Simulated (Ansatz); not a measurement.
# NiMoIrPdW (P3m1) in Ansatz: further runs

The runs below take NiMoIrPdW through relaxation of cell and atoms, with PBE, PBE+D3(BJ), PBE+D4.

All numbers are computed with Ansatz 0.2.0; they aren't measurements. Logs are shortened: lines on timing, memory, paths and dates and some standing lists are left out, and cuts for length are marked.

**1. The crystal as given**

Symmetry: P3m1, No. 156, trigonal system. Conventional cell: a = 2.761 Å, b = 2.761 Å, c = 11.341 Å, α = 90.00°, β = 90.00°, γ = 120.00°. Ni (site symmetry 3m) is surrounded by 3 W at 2.59 Å and 3 Pd at 2.68 Å and 6 Ni at 2.76 Å. Mo (site symmetry 3m) is surrounded by 3 Ir at 2.66 Å and 1 W at 2.66 Å and 6 Mo at 2.76 Å. Pd (site symmetry 3m) has 3 Ni at 2.68 Å and 6 Pd at 2.76 Å and 3 Ir at 2.84 Å as nearest neighbours. Ir (site symmetry 3m) is surrounded by 3 Mo at 2.66 Å and 6 Ir at 2.76 Å and 3 Pd at 2.84 Å. Around W (site symmetry 3m) lie 3 Ni at 2.59 Å and 1 Mo at 2.66 Å and 6 W at 2.76 Å.

The cell was built by a generator and needn't be a form met in nature.

**2. Relaxation of cell and atoms, PBE, collinear spin, ferromagnetic start**

Input file input.yaml:

```yaml
crystal:
  lattice:
    - [2.76078, 0.0, 0.0]
    - [-1.38039, 2.3909, 0.0]
    - [0.0, 0.0, 11.34051]
  atoms:
    - { symbol: Ni, position: [0.0, 0.0, 0.70917], spin: 1.0 }
    - { symbol: Mo, position: [0.66667, 0.33333, 0.29425], spin: 1.0 }
    - { symbol: Pd, position: [0.66667, 0.33333, 0.89901] }
    - { symbol: Ir, position: [0.0, 0.0, 0.10604], spin: 0.6 }
    - { symbol: W, position: [0.66667, 0.33333, 0.52921] }
hamiltonian:
  xc: pbe
  pseudopotentials: { kind: paw }
magnetization:
  spin_polarized: true
kpoints:
  mp_grid: { grid: [8, 8, 2] }
scf:
  occupations: { method: fermi_dirac, width: 0.05 }
output:
  forces: true
  stress: true
  eigenvalues: true
  write_density: true
  write_potential: true
  elf: true
  volumetric_format: npy
relax:
  f_tol: 0.01
  max_steps: 40
  cell: { stress_tol: 0.05 }
```

Potentials or basis: Ansatz PAW.

Run with:

```bash
ansatz run input.yaml --threads 8 --pin off --max-ram 20480MiB --backend cpu --events-out ev --progress --plain --runs-dir out
```

Log:

```text
Warning: the atoms were moved onto the symmetric positions of the space group found under crystal.symmetry.tolerance 1.0e-5 (fractional; no operation is sought that the atoms, as they stand in a round, miss by more than twice it, and no atom is moved by as much as it), and the run uses the moved positions. Before a round's move an operation carried an atom to 1.66e-5 Å from where it should land, the largest such distance. Atom 1 (counting from 0) moved farthest, by 1.59e-5 Å; the longest move in fractions of the cell, of whichever atom, is 0.47 of the tolerance, in 1 round. To run the atoms as typed, lower crystal.symmetry.tolerance until the operations that they miss are no longer found, or set crystal.symmetry.detect: false (a key that needs symmetry detection or time reversal refuses this as the deck is read). The positions used, in the order of the run's atom list: position: [4.884966061757638e-17, -7.401373893108076e-18, 0.70917]; position: [0.6666666666666667, 0.33333333333333337, 0.29425]; position: [0.6666666666666667, 0.33333333333333337, 0.89901]; position: [4.884966061757638e-17, -7.401373893108076e-18, 0.10604]; position: [0.6666666666666667, 0.33333333333333337, 0.52921]; The lattice was moved too: crystal.lattice keeps the space group found at crystal.symmetry.tolerance 1.0e-5 only nearly: the operation that it misses by the most changes a squared length by the fraction 4.07e-6. The run uses the lattice that is a stretch of the typed one, with no rotation, onto the one that keeps every operation to a double's rounding (on a very oblique basis the stretch itself rounds by more); the deck's lattice vector that moved farthest moved by 3.24e-6 Å. To run the lattice as typed, set crystal.symmetry.tolerance under 4.06e-6, the least fraction by which an operation that the lattice misses changes a squared length (the same key also sets how far an atom may lie from its image, so lowering it can lose operations that the atoms keep only within it), or set crystal.symmetry.detect: false, as for the atoms. crystal.lattice made exact, in Å and degrees: [[2.760776758607379, 0.0, 0.0], [-1.3803883793036895, 2.390902807131649, 0.0], [0.0, 0.0, 11.34051]]. Pasted over the deck's crystal.lattice, beside positions in fractional coordinates, it runs the same cell (given as lengths and angles, that cell in the form's own orientation, a rigid turn of the misfit's size from the one run here, for which a checkpoint.post_process_only pass over this run's state can be refused: where this run relaxes nothing, give such a pass this deck's own crystal.lattice, as typed; behind a relaxation, as crystal.lattice, the state's own cell, identity.cell in its checkpoint.json), and a matrix so pasted ends this notice, except on a very skew basis of the lattice, where the rounding of the pasted numbers themselves can read as a misfit: the cell is then moved again, and that move is told again. The lattice as run is in this notice's lattice.as_run_ang field (Run.prep()["deck_notices"] in Python, the deck_notice line of an events file, deck_notices of ansatz run --dry-run=json, or deck_notices in record.json in the deck's checkpoint.write directory).
Warning: RAYON_NUM_THREADS=8 ignored (pool sized by the plan → 8); use --threads N
Engine: ansatz 0.2.0, x86_64-unknown-linux-gnu
Pseudopotentials: kind: paw
Pseudopotential: Ni, paw, valence charge 18, recommended cutoff 420 eV (normal), Ni.paw.azcp
Pseudopotential: Mo, paw, valence charge 14, recommended cutoff 420 eV (normal), Mo.paw.azcp
Pseudopotential: Pd, paw, valence charge 18, recommended cutoff 420 eV (normal), Pd.paw.azcp
Pseudopotential: Ir, paw, valence charge 17, recommended cutoff 420 eV (normal), Ir.paw.azcp
Pseudopotential: W, paw, valence charge 14, recommended cutoff 420 eV (normal), W.paw.azcp
Functional definition: PBE
  parameter kappa = 0.804
[... 224 lines left out ...]
        0.000000       0.000000      -0.004068
  P = ⅓ Tr σ = -0.0020 GPa (-0.020 kbar)
--- Band table (eV; the first three rows and the last of 40) ---
  k-point 0 ↑: bands = ["-82.5925", "-72.1417", "-63.8088", "-53.4224", "-43.2088", "-42.8559", "-42.8559", "-40.6286", "-29.5879", "-29.3599", "-29.3599", "-28.9377", "-28.7940", "-28.7940", "-17.8082", "-17.0658", "-17.0658", "-14.7222", "-14.0354", "-14.0354", "11.4885", "12.4136", "14.0861", "14.5899", "15.4895", "17.0644", "17.1206", "17.1206", "17.5665", "17.6407", "17.6407", "18.5373", "18.5373", "18.5976", "18.8384", "18.8384", "18.9734", "18.9734", "19.4436", "19.5277", "19.5277", "20.3133", "20.3133", "20.5046", "20.6542", "20.6542", "22.4318", "22.4318", "24.0605", "24.0605", "29.1542"]
  k-point 1 ↑: bands = ["-82.5925", "-72.1417", "-63.8088", "-53.4224", "-43.2088", "-42.8559", "-42.8559", "-40.6286", "-29.5878", "-29.3599", "-29.3599", "-28.9377", "-28.7940", "-28.7940", "-17.8081", "-17.0658", "-17.0658", "-14.7221", "-14.0353", "-14.0353", "11.5839", "12.2241", "14.0654", "14.9309", "15.3187", "17.1207", "17.1207", "17.1999", "17.4882", "17.6422", "17.6422", "18.3222", "18.5185", "18.5185", "18.8207", "18.8207", "19.0620", "19.0620", "19.3213", "19.4371", "19.4371", "20.4176", "20.4176", "20.5899", "20.5899", "20.8684", "22.4244", "22.4244", "24.0653", "24.0653", "28.3888"]
  k-point 2 ↑: bands = ["-82.5918", "-72.1366", "-63.8038", "-53.4068", "-43.2080", "-42.8634", "-42.8578", "-40.5999", "-29.5804", "-29.4056", "-29.3710", "-28.9295", "-28.8682", "-28.8121", "-17.7816", "-17.2491", "-17.1076", "-14.6949", "-14.2248", "-14.0784", "12.0601", "12.9928", "14.5247", "14.9924", "15.8932", "16.7172", "16.8946", "17.3983", "17.5516", "17.6014", "17.9228", "18.1880", "18.3196", "18.4819", "18.4932", "18.8750", "18.9314", "18.9555", "19.0822", "19.3785", "19.6745", "19.9198", "20.0918", "20.6079", "21.0311", "21.6845", "22.3505", "23.3018", "23.8657", "23.9312", "29.5009"]
  k-point 19 ↓: bands = ["-82.5870", "-72.1036", "-63.7706", "-53.3037", "-43.2023", "-42.8981", "-42.8846", "-40.4087", "-29.6114", "-29.5361", "-29.5300", "-29.1993", "-29.0704", "-28.8758", "-18.0384", "-17.7238", "-17.6053", "-15.0472", "-14.7189", "-14.5142", "15.1161", "15.3692", "15.7769", "16.1271", "16.3567", "16.6997", "16.8238", "16.9860", "17.3369", "17.6481", "17.6908", "17.7788", "18.0486", "18.4403", "18.6879", "19.2787", "19.5554", "19.9898", "20.3019", "20.5265", "20.7906", "21.1448", "21.5565", "21.5910", "23.3754", "24.8958", "25.5558", "26.3961", "26.5480", "27.8760", "28.4365"]
--- Relaxed structure (6 steps of the walk, 6 accepted, 1 SCFs on fresh bases) ---
  F+E_penalty+E_count = -40087.55141886 eV   max|allowed force component| = 4.641e-4 eV/Å   (the final SCF, on the basis selected at the relaxed cell)
  cell:  # Å, volume = 74.7289 Å³
    - [2.7621417250987603, -2.691463920766365e-33, -8.96197924599325e-19]
    - [-1.3810708625493802, 2.3920849027884996, 4.480989622996736e-19]
    - [-3.681334064484354e-18, 6.358160047709002e-32, 11.310084531502032]
  atoms:
    - { symbol: Ni, position: [4.9192723017922585e-17, -7.40137389310805e-18, 0.7097341867206667] }
    - { symbol: Mo, position: [0.6666666666666667, 0.33333333333333337, 0.2950634388039856] }
    - { symbol: Pd, position: [0.6666666666666667, 0.33333333333333337, 0.8986506655672746] }
    - { symbol: Ir, position: [4.796265132194184e-17, -7.401373893108069e-18, 0.10458125994221427] }
    - { symbol: W, position: [0.6666666666666667, 0.33333333333333337, 0.5296504489658583] }
```

v_z.tsv:

```text
# z_ang	v_es[eV]	v_tot_up[eV]	v_tot_dn[eV]
# format = ansatz-planar-average/11
# xc	pbe
# density_cutoff_ev	1680
# datasets	Ni=:simpson_from_first_knot:soft	Mo=:simpson_from_first_knot:soft	Pd=:simpson_from_first_knot:soft	Ir=:simpson_from_first_knot:soft	W=:simpson_from_first_knot:soft
# lattice	2.762141725	-0.000000000	-0.000000000
# lattice	-1.381070863	2.392084903	0.000000000
# lattice	-0.000000000	0.000000000	11.310084532
# sites	5
# site	28	0.000000000	-0.000000000	8.027153647
# site	42	1.381070863	0.797361634	3.337192435
# site	46	1.381070863	0.797361634	10.163814992
# site	77	0.000000000	-0.000000000	1.182822890
# site	74	1.381070863	0.797361634	5.990391350
0.000000	2.055016e1	1.040958e1	1.040958e1
0.141376	1.975679e1	9.350552e0	9.350552e0
0.282752	1.765903e1	6.588459e0	6.588459e0
0.424128	1.410972e1	1.965122e0	1.965122e0
0.565504	9.633782e0	-3.876738e0	-3.876738e0
0.706880	5.066439e0	-9.842846e0	-9.842846e0
[... 72 lines left out ...]
11.027332	1.879524e1	7.918504e0	7.918504e0
11.168708	2.032395e1	1.003250e1	1.003250e1
```

Run time: 14 s. Hardware: 8 threads of Intel Xeon 6975P-C (Granite Rapids), shared host; peak memory 0.67 GiB.

What came out:

- Free energy: -40087.5514 eV
- Relaxed volume: 14.95 Å³/atom
- Relaxed cell: a = 2.762 Å, b = 2.762 Å, c = 11.310 Å, α = 90.00°, β = 90.00°, γ = 120.00°
- Space group after relaxing (to 0.05 Å): P3m1 (No. 156)
- Energy gained by relaxing: 0.8 meV/atom
- Ionic steps: 7
- Pressure after relaxing: 0.0 GPa
- Band gap on the k mesh: none (metal or under the smearing width)
- Net moment: 0.00 μB per cell
- Absolute moment: 0.00 μB per cell

Step by step:
| step | energy change (eV) | largest force (eV/Å) | volume (Å³) |
| --- | --- | --- | --- |
| 1 | 0.0000 | 0.2974 | 74.86 |
| 2 | -0.0009 | 0.2859 | 74.72 |
| 3 | -0.0038 | 0.0281 | 74.73 |
| 4 | -0.0038 | 0.0138 | 74.75 |
| 5 | -0.0038 | 0.0018 | 74.70 |
| 6 | -0.0038 | 0.0005 | 74.73 |
| 7 | -0.0038 | 0.0005 | 74.73 |

Final structure:
```cif
data_structure
_symmetry_space_group_name_H-M 'P 1'
_symmetry_Int_Tables_number 1
_cell_length_a 2.7621
_cell_length_b 2.7621
_cell_length_c 11.3101
_cell_angle_alpha 90.000
_cell_angle_beta 90.000
_cell_angle_gamma 120.000
_cell_volume 74.73
loop_
_atom_site_label
_atom_site_type_symbol
_atom_site_fract_x
_atom_site_fract_y
_atom_site_fract_z
_atom_site_occupancy
Ni1 Ni 0.00000 0.00000 0.70973 1
Mo1 Mo 0.66667 0.33333 0.29506 1
Pd1 Pd 0.66667 0.33333 0.89865 1
Ir1 Ir 0.00000 0.00000 0.10458 1
W1 W 0.66667 0.33333 0.52965 1
```

Levels at points of the mesh, in eV from the Fermi level:
Spin up:
| k point | band 38 | band 39 | band 40 | band 41 | band 42 | band 43 |
| --- | --- | --- | --- | --- | --- | --- |
| (0.00, 0.00, 0.00) | -1.43 | -0.96 | -0.88 | -0.88 | -0.09 | -0.09 |
| (0.00, 0.00, -0.50) | -1.34 | -1.08 | -0.97 | -0.97 | 0.01 | 0.01 |
| (0.00, -0.50, 0.00) | -0.37 | -0.05 | 0.97 | 0.99 | 1.21 | 2.02 |
| (0.00, -0.50, -0.50) | -0.05 | 0.18 | 0.80 | 1.01 | 1.22 | 1.29 |
Spin down:
```tsv
k point	band 36	band 37	band 38	band 39	band 40	band 41	band 42	band 43	band 44	band 45
(0.00, 0.00, 0.00)	-1.57	-1.43	-1.43	-0.96	-0.88	-0.88	-0.09	-0.09	0.10	0.25
(0.00, 0.00, -0.50)	-1.58	-1.34	-1.34	-1.08	-0.97	-0.97	0.01	0.01	0.18	0.18
(0.00, -0.50, 0.00)	-0.54	-0.48	-0.37	-0.05	0.97	0.99	1.21	2.02	2.09	2.84
(0.00, -0.50, -0.50)	-0.47	-0.37	-0.05	0.18	0.80	1.01	1.22	1.29	2.55	2.76
```

Caveat: the plane-wave basis is chosen anew once the cell has moved, so the energies of steps on either side of that aren't comparable; the starting moments weren't kept. Spin-orbit coupling is left out, which matters for the levels of Ir, W.

**3. Relaxation of cell and atoms, PBE+D3(BJ), collinear spin, ferromagnetic start**

Edit input.yaml of step 2 so:

```diff
@@ -14,2 +14,3 @@
   pseudopotentials: { kind: paw }
+  dispersion: d3bj
 magnetization:
@@ -24,6 +25,2 @@
   eigenvalues: true
-  write_density: true
-  write_potential: true
-  elf: true
-  volumetric_format: npy
 relax:
```

Potentials or basis: Ansatz PAW.

Run with:

```bash
ansatz run input.yaml --threads 8 --pin off --max-ram 20480MiB --backend cpu --events-out ev --progress --plain --runs-dir out
```

Wall time 26 s (8 threads of AMD EPYC 7R43 (Zen 3), shared host); peak memory 0.67 GiB.

The run converged. Its results:

```yaml
Free_energy: -40090.7306 eV
Relaxed_volume: 14.52 Å³/atom
Relaxed_cell: a = 2.737 Å, b = 2.737 Å, c = 11.192 Å, α = 90.00°, β = 90.00°, γ = 120.00°
Space_group_after_relaxing_to_0.05_Å: P3m1 (No. 156)
Energy_gained_by_relaxing: 10.4 meV/atom
Ionic_steps: 8
Pressure_after_relaxing: 0.0 GPa
Band_gap_on_the_k_mesh: none (metal or under the smearing width)
Net_moment: 0.00 μB per cell
Absolute_moment: 0.00 μB per cell
```

Step by step:
```csv
step,energy change (eV),largest force (eV/Å),volume (Å³)
1,0.0000,0.3012,74.86
2,-0.0521,0.0231,72.85
3,-0.0525,0.1438,72.54
4,-0.0532,0.0083,72.59
5,-0.0532,0.0027,72.60
6,-0.0522,0.0027,72.60
7,-0.0522,0.0008,72.61
8,-0.0522,0.0008,72.61
```

Final structure:
```yaml
crystal:
  lattice:
    - [2.73696, 0.00000, 0.00000]
    - [-1.36848, 2.37028, 0.00000]
    - [0.00000, 0.00000, 11.19195]
  atoms:
    - { symbol: Ni, position: [0.00000, 0.00000, 0.71052] }
    - { symbol: Mo, position: [0.66667, 0.33333, 0.29531] }
    - { symbol: Pd, position: [0.66667, 0.33333, 0.89856] }
    - { symbol: Ir, position: [0.00000, 0.00000, 0.10359] }
    - { symbol: W, position: [0.66667, 0.33333, 0.52970] }
```

Levels at points of the mesh, in eV from the Fermi level:
Spin up:
| k point | band 37 | band 38 | band 39 | band 40 | band 41 | band 42 | band 43 | band 44 |
| --- | --- | --- | --- | --- | --- | --- | --- | --- |
| (0.00, 0.00, 0.00) | -1.48 | -1.48 | -0.98 | -0.91 | -0.91 | -0.11 | -0.11 | 0.08 |
| (0.00, 0.00, -0.50) | -1.38 | -1.38 | -1.14 | -1.02 | -1.02 | 0.00 | 0.00 | 0.18 |
| (0.00, -0.50, 0.00) | -0.52 | -0.38 | -0.06 | 1.01 | 1.02 | 1.24 | 2.08 | 2.13 |
| (0.00, -0.50, -0.50) | -0.38 | -0.06 | 0.15 | 0.82 | 1.07 | 1.26 | 1.32 | 2.63 |
Spin down:
```tsv
k point	band 36	band 37	band 38	band 39	band 40	band 41	band 42	band 43	band 44	band 45
(0.00, 0.00, 0.00)	-1.62	-1.48	-1.48	-0.98	-0.91	-0.91	-0.11	-0.11	0.08	0.25
(0.00, 0.00, -0.50)	-1.64	-1.38	-1.38	-1.14	-1.02	-1.02	0.00	0.00	0.18	0.18
(0.00, -0.50, 0.00)	-0.56	-0.52	-0.38	-0.06	1.01	1.02	1.24	2.08	2.13	2.94
(0.00, -0.50, -0.50)	-0.47	-0.38	-0.06	0.15	0.82	1.07	1.26	1.32	2.63	2.85
```

Caveat: the plane-wave basis is chosen anew once the cell has moved, so the energies of steps on either side of that aren't comparable; pairwise dispersion overbinds metals, which lowers pressure and volume; the starting moments weren't kept.

**4. Relaxation of cell and atoms, PBE+D4, collinear spin, ferromagnetic start**

Edit input.yaml of step 3 so:

```diff
@@ -14,3 +14,3 @@
   pseudopotentials: { kind: paw }
-  dispersion: d3bj
+  dispersion: d4
 magnetization:
@@ -25,2 +25,6 @@
   eigenvalues: true
+  write_density: true
+  write_potential: true
+  elf: true
+  volumetric_format: npy
 relax:
```

Run with:

```bash
ansatz run input.yaml --threads 8 --pin off --max-ram 20480MiB --backend cpu --events-out ev --progress --plain --runs-dir out
```

Wall time 15 s (8 threads of AMD EPYC 9R45 (Zen 5), shared host); peak memory 0.68 GiB.

The run converged. Its results:

```yaml
Free_energy: -40090.6894 eV
Relaxed_volume: 14.59 Å³/atom
Relaxed_cell: a = 2.742 Å, b = 2.742 Å, c = 11.200 Å, α = 90.00°, β = 90.00°, γ = 120.00°
Space_group_after_relaxing_to_0.05_Å: P3m1 (No. 156)
Energy_gained_by_relaxing: 7.7 meV/atom
Ionic_steps: 6
Pressure_after_relaxing: 0.0 GPa
Band_gap_on_the_k_mesh: none (metal or under the smearing width)
Net_moment: 0.00 μB per cell
Absolute_moment: 0.00 μB per cell
```

Step by step:
| step | energy change (eV) | largest force (eV/Å) | volume (Å³) |
| --- | --- | --- | --- |
| 1 | 0.0000 | 0.2905 | 74.86 |
| 2 | -0.0385 | 0.0245 | 73.13 |
| 3 | -0.0389 | 0.1117 | 72.90 |
| 4 | -0.0393 | 0.0099 | 72.93 |
| 5 | -0.0393 | 0.0013 | 72.94 |
| 6 | -0.0385 | 0.0013 | 72.94 |

Final structure:
```xyz
5
Lattice="2.7422 0.0000 0.0000 -1.3711 2.3748 0.0000 0.0000 0.0000 11.2003" Properties=species:S:1:pos:R:3 pbc="T T T"
Ni    0.0000    0.0000    7.9562
Mo    1.3711    0.7916    3.3050
Pd    1.3711    0.7916   10.0712
Ir    0.0000    0.0000    1.1620
W     1.3711    0.7916    5.9285
```

Levels at points of the mesh, in eV from the Fermi level:
Spin up:
```csv
k point,band 38,band 39,band 40,band 41,band 42,band 43
"(0.00, 0.00, 0.00)",-1.47,-0.97,-0.91,-0.91,-0.11,-0.11
"(0.00, 0.00, -0.50)",-1.37,-1.12,-1.01,-1.01,0.00,0.00
"(0.00, -0.50, 0.00)",-0.38,-0.07,0.99,1.01,1.22,2.07
"(0.00, -0.50, -0.50)",-0.06,0.16,0.81,1.05,1.25,1.31
```
Spin down:
```
             k point  band 38  band 39  band 40  band 41  band 42  band 43
  (0.00, 0.00, 0.00)    -1.47    -0.97    -0.91    -0.91    -0.11    -0.11
 (0.00, 0.00, -0.50)    -1.37    -1.12    -1.01    -1.01     0.00     0.00
 (0.00, -0.50, 0.00)    -0.38    -0.07     0.99     1.01     1.22     2.07
(0.00, -0.50, -0.50)    -0.06     0.16     0.81     1.05     1.25     1.31
```

Caveat: the plane-wave basis is chosen anew once the cell has moved, so the energies of steps on either side of that aren't comparable; pairwise dispersion overbinds metals, which lowers pressure and volume; the starting moments weren't kept.

**5. The runs side by side**

| level | gap on the mesh (eV) | pressure (GPa) | moment (μB) | relaxed volume (Å³/atom) |
| --- | --- | --- | --- | --- |
| PBE | none | 0.0 | 0.00 | 14.95 |
| PBE+D3(BJ) | none | 0.0 | 0.00 | 14.52 |
| PBE+D4 | none | 0.0 | 0.00 | 14.59 |

Alike in all rows: task relaxation of cell and atoms; potentials or basis Ansatz PAW; spin collinear, ferromagnetic start; cell relaxed; k mesh 8 × 8 × 2; cutoff (eV) 420; smearing fermi-dirac 0.05 eV.

Caveats: the plane-wave basis is chosen anew once the cell has moved, so the energies of steps on either side of that aren't comparable; the starting moments weren't kept; pairwise dispersion overbinds metals, which lowers pressure and volume (some runs).

Total energies depend on the potentials used, so only differences within one code and one set of settings carry meaning.
